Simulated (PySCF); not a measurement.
# Changing the system itself: GaS

One physical setting of the base script is moved in each run, with the edits that it forces.

Method: each script names its method and basis; program: PySCF 2.14.0.

2 further runs of the same task are left out: 2 that didn't finish.

## (1) The starting structure

GaS: 2 atoms, charge 0, spin multiplicity 2.

Bond lengths: Ga1–S2 2.190 Å.

## (2) The run that the others are compared with

input.py reads:

```python
from pyscf import gto, scf, tdscf

mol = gto.M(
    atom='Ga 0 0 0; S 0 0 2.19',
    basis='cc-pvdz',
    charge=0,
    spin=1,
    verbose=4,
)
mf = scf.UHF(mol)
mf.kernel()
td = tdscf.TDA(mf)
td.nstates = 5
td.kernel()
td.analyze()
mf.dip_moment()
print('orbital energies (hartree):', [e[max(0, n-3):n+3].round(4) for e, n in zip(mf.mo_energy, mol.nelec)])
```

On the command line:

```console
OMP_NUM_THREADS=1 python input.py
```

The log of this run is left out.

In short: E(SCF) = -2320.756696 Eh, 12 cycles, ⟨S²⟩ = 0.795, μ = 4.20 D, excitations 0.55, 0.55, 3.66, 4.03, 4.24 eV.

The bond length is a typed value, not an optimised one.

## (3) Lengths in bohr

Run 1 changes length unit: angstrom → bohr; bond length: 2.19 Å → 2.19 bohr.

input.py reads:

```python
from pyscf import gto, scf, tdscf

mol = gto.M(
    atom='Ga 0 0 0; S 0 0 2.19',
    basis='cc-pvdz',
    charge=0,
    spin=1,
    unit='bohr',
    verbose=4,
)
mf = scf.UHF(mol)
mf.kernel()
td = tdscf.TDA(mf)
td.nstates = 5
td.kernel()
td.analyze()
mf.dip_moment()
print('orbital energies (hartree):', [e[max(0, n-3):n+3].round(4) for e, n in zip(mf.mo_energy, mol.nelec)])
```

On the command line:

```console
OMP_NUM_THREADS=1 python input.py
```

## (4) PCM, ε = 78.36

Run 2 changes solvent: none (gas phase) → PCM, ε = 78.36; step after the SCF: tda → analyze.

input.py reads:

```python
from pyscf import gto, scf, solvent

mol = gto.M(
    atom='Ga 0 0 0; S 0 0 2.19',
    basis='cc-pvdz',
    charge=0,
    spin=1,
    verbose=4,
)
mf = scf.UHF(mol)
mf = solvent.PCM(mf)
mf.with_solvent.eps = 78.36
mf.kernel()
mf.analyze()
print('orbital energies (hartree):', [e[max(0, n-3):n+3].round(4) for e, n in zip(mf.mo_energy, mol.nelec)])
```

## (5) Electric field 0.2 a.u.

Run 3 changes electric field: none → 0.2 a.u.

input.py, as its differences from that of step 2:

```diff
@@ -10,2 +10,7 @@
 mf = scf.UHF(mol)
+field = 0.2  # electric field along z, atomic units
+h = mf.get_hcore() + field*mol.intor('int1e_r')[2]
+mf.get_hcore = lambda *args: h
+e_nuc = mol.energy_nuc() - field*mol.atom_charges() @ mol.atom_coords()[:, 2]
+mf.energy_nuc = lambda *args: e_nuc
 mf.kernel()
```

**Question.** What will these runs give? Wanted: for each run, E(SCF); from base; gap, α spin; SCF dipole; after the SCF.

**Answer**, as computed:

| run | E(SCF) (hartree) | from base (eV) | cycles | gap, α spin (eV) | SCF dipole (D) | after the SCF |
| --- | --- | --- | --- | --- | --- | --- |
| base | -2320.756696 | 0 | 12 | 10.44 | 4.20 | lowest root found 0.55 eV |
| lengths in bohr (poor choice) | -2319.135724 | not comparable | 12 | 10.65 | 0.47 | lowest root found 4.25 eV |
| PCM, ε = 78.36 | -2320.776449 | -0.5375 | 13 | 11.02 | 7.29 | n/a |
| electric field 0.2 a.u. (poor choice) | -2322.247279 | not comparable | 29 | 6.85 | 40.90 | lowest root found 0.26 eV |

**Reading.** A continuum solvent with ε = 78.36 lowers the energy by 0.537 eV. Rows marked «poor choice» come from settings spoiled on purpose.
